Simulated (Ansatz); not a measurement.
What does this script print? It uses Ansatz 0.2.0, Python API.

`li3sn.py`:
```python
import ansatz
from tabulate import tabulate

lattice = ansatz.Lattice.of(
    [0.0, 3.271872, 3.271872],
    [3.271872, 0.0, 3.271872],
    [3.271872, 3.271872, 0.0],
)
sites = [
    ('Li', [0.25, 0.25, 0.25]),
    ('Li', [0.75, 0.75, 0.75]),
    ('Li', [0.5, 0.5, 0.5]),
    ('Sn', [0.0, 0.0, 0.0]),
]
system = ansatz.Crystal(lattice=lattice)
for symbol, position in sites:
    system = system.atom(symbol, position)

job = (
    system.calculation()
    .functional('pbesol')
    .pseudopotentials('paw')
    .basis(450)
    .kpoints(length=24)
    .occupations('cold', width=0.1)
    .band_table()
)
typed = job.input()
rows = []
for value in [0.1, 0.3, 0.6]:
    edited = typed.set(ansatz.key.scf.mixing.beta, value)
    r = ansatz.Session.from_dict(edited).plan().execute().report
    rows.append((value, r['free_energy_ev'], r['n_iterations'], len(r['eigenvalues_ev'][0]) if 'eigenvalues_ev' in r else 0))
print(tabulate(rows, headers=['beta', 'F eV', 'iterations', 'bands listed'], floatfmt='.4f', tablefmt='simple'))
print(edited.to_yaml())
```

```console
$ python li3sn.py
  beta        F eV    iterations    bands listed
------  ----------  ------------  --------------
0.1000  -6560.4011             7              16
0.3000  -6560.4011             7              16
0.6000  -6560.4011             5              16
crystal:
  lattice:
    - [0.0, 3.271872, 3.271872]
    - [3.271872, 0.0, 3.271872]
    - [3.271872, 3.271872, 0.0]
  atoms:
    - { symbol: Li, position: [0.25, 0.25, 0.25] }
    - { symbol: Li, position: [0.75, 0.75, 0.75] }
    - { symbol: Li, position: [0.5, 0.5, 0.5] }
    - { symbol: Sn, position: [0.0, 0.0, 0.0] }
basis:
  ecutwfc: 450.0
kpoints:
  mp_grid:
    grid: [6, 6, 6]
hamiltonian:
  xc: pbesol
  pseudopotentials:
    kind: paw
scf:
  occupations:
    method: cold
    width: 0.1
  mixing:
    beta: 0.6
output:
  eigenvalues: true
```

Notes:
- Total energies depend on the potentials; only differences at equal settings carry meaning. A total without «per atom» is that of the cell as typed.
- For a metal this k-point mesh is coarse: on a finer one energies can move by several to tens of meV an atom and pressures by half a GPa or more, differences at one mesh by less.
- The structure comes from a database of computed cells and needn't be a stable or known phase.
- Hardware and time: 4.6 s on 1 thread of Arm Neoverse V1, with other jobs on the host, peak memory 0.37 GiB.

(Lines on the test bed's own set-up are left out of the output.)
